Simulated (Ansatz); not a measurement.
# AsH2S radical: single points off equilibrium

One table from this session's results is given with a row withheld; the runs are named, their logs left out.

The runs use Ansatz 0.2.0, Gaussian basis; single points in def2-TZVPP.

Correlated methods freeze the cores. Filled d shells of the heavier atoms are correlated. Orbitals are unrestricted.

### Where the work starts

SMILES `[S][AsH2]`, 4 atoms, charge 0, spin multiplicity 2.

Atoms are counted from 1 here; the program's logs count them from 0.

Bond lengths: S1–As2 2.253 Å, As2–H3 1.610 Å, As2–H4 1.544 Å. Angles: S1–As2–H3 95.1°, S1–As2–H4 94.1°, H3–As2–H4 89.8°.

Coordinates:

```
S    -1.57450    0.08900    0.92810
As    0.21850   -0.68360   -0.19720
H     0.15240    0.43230   -1.35540
H     1.22440    0.19140    0.58220
```

Set-up of the first run:

File run/in.yaml:

```yaml
crystal:
  periodic: [false, false, false]
  atoms:
    - {symbol: S, position_ang: [-1.574500, 0.089000, 0.928100]}
    - {symbol: As, position_ang: [0.218500, -0.683600, -0.197200]}
    - {symbol: H, position_ang: [0.152400, 0.432300, -1.355400]}
    - {symbol: H, position_ang: [1.224400, 0.191400, 0.582200]}
basis:
  gaussian: {orbitals: def2-TZVPP}
magnetization: {spin_polarized: true, initial_magnetization: 1}
correlation: {method: ccsd_t}
scf: {omitted_lower_state_checks: [cluster_reference]}
output: {forces: true}
```

The command line of these runs was not kept.

Among the steps run: CCSD(T)/def2-TZVPP; PBE0-D4/def2-TZVPP; wB97M-V/def2-TZVPP; r2SCAN-D4/def2-TZVPP; PBE-D4/def2-TZVPP; B97M-V/def2-TZVPP; r2SCANh-D4/def2-TZVPP.

One of the session's tables, all rows but one given; the rest of the session is left out.

| method | RMS force component (eV/Å) | angle to CCSD(T) forces (°) | dipole (D) |
| --- | --- | --- | --- |
| CCSD(T) | 0.710 | reference | 1.47 |
| PBE0-D4 | 0.722 | 9.3 | 1.62 |
| wB97M-V | 0.750 | 5.2 | 1.56 |
| r2SCAN-D4 | ? | ? | ? |
| PBE-D4 | 0.598 | 15.3 | 1.75 |
| B97M-V | 0.748 | 12.6 | 1.66 |
| r2SCANh-D4 | 0.749 | 8.1 | 1.62 |

Estimate the missing values for r2SCAN-D4.

As computed: RMS force component (eV/Å): 0.718; angle to CCSD(T) forces (°): 9.2; dipole (D): 1.66. In the column «RMS force component (eV/Å)» it lies between CCSD(T) (0.710) and PBE0-D4 (0.722).
